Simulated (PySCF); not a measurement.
**C₃H₇FOSi: electronic excitations and core binding energies**

What electronic excitations and core binding energies should C₃H₇FOSi (`O[Si@@H]1CC[C@@H]1F`) show?

The runs use PySCF 2.14.0, with density-fitted response routines of our own; the level of theory stands in each step. All values are computed, except where a source is named. Atoms are numbered from 0 throughout.

## (1) The starting structure

13 atoms, charge 0, multiplicity 1; geometry from: GFN2-xTB.

Bonds of the start (Å): O0–Si1 1.62, Si1–C2 1.92, C2–C3 1.55, C3–C4 1.54, C4–F5 1.39, C4–Si1 1.93, O0–H6 0.96, Si1–H7 1.45, C2–H8 1.09, C2–H9 1.09, C3–H10 1.09, C3–H11 1.09, C4–H12 1.09.

## (2) Excited states and response: wB97X-D/def2-SVPD

The job: settings as JSON, then the geometry in Å.

```
{"job": {"kind": "uv", "xc": "wB97X-D", "basis": "def2-SVPD", "nstates": 8, "ntriplets": 3}, "charge": 0, "multiplicity": 1}
O      2.276021     0.389657    -0.834252
Si     1.143889    -0.464172    -0.052138
C     -0.566676    -0.749658    -0.864627
C     -1.288243     0.029767     0.257937
C     -0.078253     0.554340     1.048466
F      0.075587     1.930020     0.875865
H      2.123002     1.299089    -1.086707
H      1.878033    -1.564893     0.541690
H     -0.697081    -0.282020    -1.839608
H     -0.914909    -1.775222    -0.957326
H     -1.903837    -0.620985     0.875448
H     -1.907347     0.845758    -0.110558
H     -0.144574     0.408805     2.128081
```

With the program's defaults for keys left out, this is: TDDFT wB97X-D/def2-SVPD, vertical, gas phase, core orbitals frozen in the response.

Launch:

```
$ OMP_NUM_THREADS=1 python probes_run.py task.json out
```

This one command runs all jobs of the session in turn.

**Question.** This job is followed by: delta-SCF UKS SCAN, pcX-2 on the ionised atom, pcseg-1 elsewhere, spin-free X2C. Predict these results of the whole session: lowest singlet (wB97X-D/def2-SVPD); brightest single state of those computed; lowest triplet; C1s binding energies, SCAN/pcX-2; O1s binding energies, SCAN/pcX-2; Si1s binding energies, SCAN/pcX-2; Si2p binding energies, SCAN/pcX-2; F1s binding energies, SCAN/pcX-2.

As calculated:

| quantity | value |
| --- | --- |
| lowest singlet (wB97X-D/def2-SVPD) | 6.41 eV (193 nm), f = 0.001 |
| brightest single state of those computed | state 4, 7.73 eV, f = 0.065 |
| lowest triplet | 5.93 eV |
| C1s binding energies, SCAN/pcX-2 | C4 291.91, C3 290.70, C2 289.98 eV |
| O1s binding energies, SCAN/pcX-2 | O0 538.72 eV |
| Si1s binding energies, SCAN/pcX-2 | Si1 1846.96 eV |
| Si2p binding energies, SCAN/pcX-2 | Si1 107.31 eV |
| F1s binding energies, SCAN/pcX-2 | F5 691.95 eV |

In words: The first singlet state (HOMO→LUMO 0.82, HOMO→LUMO+1 0.08) lies at 6.41 eV and is weak; of the 8 states computed, the strongest absorption comes from state 4 at 7.73 eV. The lowest triplet lies 0.48 eV below the lowest singlet (triplets in Tamm-Dancoff, singlets in full TDDFT). The C1s levels kept as sound span 1.93 eV, from C2 (sp3 CH2 bonded to Si) up to C4 (sp3 CH bonded to F and Si).
